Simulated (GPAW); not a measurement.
Set up this calculation in GPAW 26.7.0, as an ASE script.

```
Task                : single point
Functional          : PBE
Potentials or basis : GPAW PAW data sets (gpaw-data 1.2.1)
Cutoff              : 800 eV
Basis               : pw
k mesh              : 6 × 6 × 1
Occupations         : fermi-dirac, width 0.05 eV
Spin                : collinear spin, ferromagnetic start
Starting moments    : [0.0, 0.0, 3.0, 3.0, 0.0, 0.0, 0.0, 0.0, 0.0] μB
Ranks               : 4
Maxiter             : 150
```

Crystal: CsLiCr2Te2S3.

```
Cs Li Cr Te S
1.0
     3.60358    0.00000    0.00000
    -1.80179    3.12079    0.00000
     0.00000    0.00000   19.06651
Cs Li Cr Te S
1 1 2 2 3
Cartesian
  0.0000 0.0000 7.1307
  1.8018 1.0403 0.3064
  0.0000 0.0000 16.5187
  0.0000 2.0805 3.2095
  0.0000 2.0805 10.2751
  1.8018 1.0403 14.7338
  0.0000 0.0000 1.9124
  0.0000 2.0805 17.7166
  1.8018 1.0403 4.4631
```

The cell was built by a generator and needn't be a form met in nature.

These files were run (other wordings do the same):

run.py

```python
from ase import Atoms
from ase.dft.bandgap import bandgap
from ase.io import write
from ase.units import GPa
from ase.parallel import parprint
from gpaw import GPAW, PW

atoms = Atoms(['Cs', 'Li', 'Cr', 'Cr', 'Te', 'Te', 'S', 'S', 'S'],
              cell=[[3.6035792099, 0.0, 0.0],
                    [-1.801789605, 3.1207911404, 0.0],
                    [0.0, 0.0, 19.06651]],
              scaled_positions=[[0.0, 0.0, 0.37399],
                                [0.6666666667, 0.3333333333, 0.01607],
                                [0.0, 0.0, 0.86637],
                                [0.3333333333, 0.6666666667, 0.16833],
                                [0.3333333333, 0.6666666667, 0.53891],
                                [0.6666666667, 0.3333333333, 0.77276],
                                [0.0, 0.0, 0.1003],
                                [0.3333333333, 0.6666666667, 0.9292],
                                [0.6666666667, 0.3333333333, 0.23408]],
              pbc=True)
atoms.set_initial_magnetic_moments([0.0, 0.0, 3.0, 3.0, 0.0, 0.0, 0.0, 0.0, 0.0])

calc = GPAW(mode=PW(800),
            xc='PBE',
            kpts={'size': (6, 6, 1), 'gamma': True},
            occupations={'name': 'fermi-dirac', 'width': 0.05},
            nbands=49,
            convergence={'density': 1e-05, 'energy': 1e-05},
            maxiter=150,
            txt='gpaw.txt')
atoms.calc = calc
energy = atoms.get_potential_energy()
forces = atoms.get_forces()
stress = atoms.get_stress()
calc.write('gs.gpw')
write('result.traj', atoms)
parprint(f'Energy: {energy:.6f} eV')
parprint('Forces (eV/A):')
parprint(forces.round(4))
parprint('Stress (GPa):', (stress / GPa).round(3))
parprint('Moments:', calc.get_magnetic_moments().round(3))
parprint('Fermi level:', round(calc.get_fermi_level(), 4), 'eV')
parprint(f'Gap: {bandgap(calc)[0]:.4f} eV, direct: {bandgap(calc, direct=True)[0]:.4f} eV')
```

Potentials or basis: GPAW PAW data sets (gpaw-data 1.2.1), pw.

Run with:

```bash
$ OMP_NUM_THREADS=1 mpirun -n 4 gpaw python run.py
```

Results of the run:

```json
{
  "Pressure": "0.1 GPa",
  "Largest force": "0.131 eV/Å",
  "Band gap on the k mesh": "none (metal or under the smearing width)",
  "Net moment": "5.68 μB per cell",
  "Site moments": "Cs -0.00; Li -0.00; Cr +2.68, +2.80; Te -0.00, -0.14; S -0.05, -0.06 μB"
}
```

Caveat: only a ferromagnetic start was run, and an antiferromagnetic order may lie lower in energy.

Run time: 70 s on 4 MPI ranks on Intel(R) Xeon(R) 6975P-C (Granite Rapids), on a shared host, peak memory 0.44 GiB a rank.
